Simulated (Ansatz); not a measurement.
**Li3Be2NbP4: one candidate of a structure search**

The task: take a trial cell of Li3Be2NbP4 to zero force and stress.

Method: DFT PBE, scalar-relativistic, plane waves, PAW, in Ansatz 0.2.0.

## (1) Starting point

Symmetry: P-4m2, No. 115, tetragonal system. The conventional cell has a = 3.308 Å, b = 3.308 Å, c = 13.174 Å, α = 90.00°, β = 90.00°, γ = 90.00°. Li (site symmetry -4m2) is surrounded by 4 P at 2.18 Å and 4 Li at 2.34 Å. Li (site symmetry -4m2) is surrounded by 4 P at 2.17 Å and 4 Nb at 2.34 Å. Be (site symmetry 2mm) has 8 P at 2.97 to 3.03 Å and 4 Be at 3.31 Å in its first shell of neighbours. Around Nb (site symmetry -4m2) lie 4 P at 2.17 Å and 4 Li at 2.34 Å. Around P (site symmetry 2mm) lie 2 Li at 2.17 Å and 2 Nb at 2.17 Å and 4 Be at 3.03 Å. P (site symmetry 2mm) has 4 Li at 2.18 Å and 4 Be at 2.97 Å in its first shell of neighbours.

As a file:

```
CELL_PARAMETERS angstrom
3.30812 0.00000 0.00000
0.00000 3.30812 0.00000
0.00000 0.00000 13.17405
ATOMIC_POSITIONS crystal
Li 0.00000 0.00000 0.50000
Li 0.00000 0.00000 0.00000
Li 0.50000 0.50000 0.50000
Be 0.50000 0.00000 0.74724
Be 0.00000 0.50000 0.25276
Nb 0.50000 0.50000 0.00000
P 0.00000 0.50000 0.89315
P 0.50000 0.00000 0.39202
P 0.50000 0.00000 0.10685
P 0.00000 0.50000 0.60798
```

Recipe of the guess: species swapped into a database cell of Tl2FeCu3Te4 (P-4m2, No. 115), with Be on the Tl sites, Nb on the Fe sites, Li on the Cu sites and P on the Te sites. The dimensions are guesses.

## (2) A first look at the guess

input.yaml reads:

```yaml
crystal:
  lattice:
    - [3.30812405, 0.0, 0.0]
    - [0.0, 3.30812405, 0.0]
    - [0.0, 0.0, 13.17405342]
  atoms:
    - { symbol: Li, position: [0.0, 0.0, 0.5] }
    - { symbol: Li, position: [0.0, 0.0, 0.0] }
    - { symbol: Li, position: [0.5, 0.5, 0.5] }
    - { symbol: Be, position: [0.5, 0.0, 0.74723899] }
    - { symbol: Be, position: [0.0, 0.5, 0.25276101] }
    - { symbol: Nb, position: [0.5, 0.5, 0.0] }
    - { symbol: P, position: [0.0, 0.5, 0.89314502] }
    - { symbol: P, position: [0.5, 0.0, 0.39202201] }
    - { symbol: P, position: [0.5, 0.0, 0.10685498] }
    - { symbol: P, position: [0.0, 0.5, 0.60797799] }
basis:
  ecutwfc: 420
kpoints:
  mp_grid: { grid: [6, 6, 2] }
hamiltonian:
  xc: pbe
scf:
  occupations: { method: gaussian, width: 0.1 }
  lower_state_search: "off"
output:
  forces: true
  stress: true
  eigenvalues: true
```

The run is started by

```sh
$ ansatz run input.yaml --threads 1 --pin off --max-ram 2560MiB --backend cpu --events-out ev --progress --plain --runs-dir out
```

Further runs follow: coarse relaxation; spin check on a coarse mesh; final relaxation.

Before running it: what results should come out? Wanted: conventional cell; volume; energy over the elements, black P; gap on the mesh.

As calculated:

```
                              quantity                                                                       value
symmetry at the end (tolerance 0.05 Å)                                                 space group P-4m2 (No. 115)
                     conventional cell  a = 3.673 Å, b = 3.673 Å, c = 11.001 Å, α = 90.00°, β = 90.00°, γ = 90.00°
                                volume                                                               14.84 Å³/atom
     energy over the elements, black P                                                               +0.01 eV/atom
                       gap on the mesh                                                                none (metal)
```

In words: The space group P-4m2 (No. 115) is kept, and the volume per atom grows by 3.0 % from the first guess. The formation energy of this structure is too near zero to say whether it is bound against the elements. No finished test with a distortion of lower symmetry is shown, so the end may be a saddle point. Other magnetic orders were not searched.
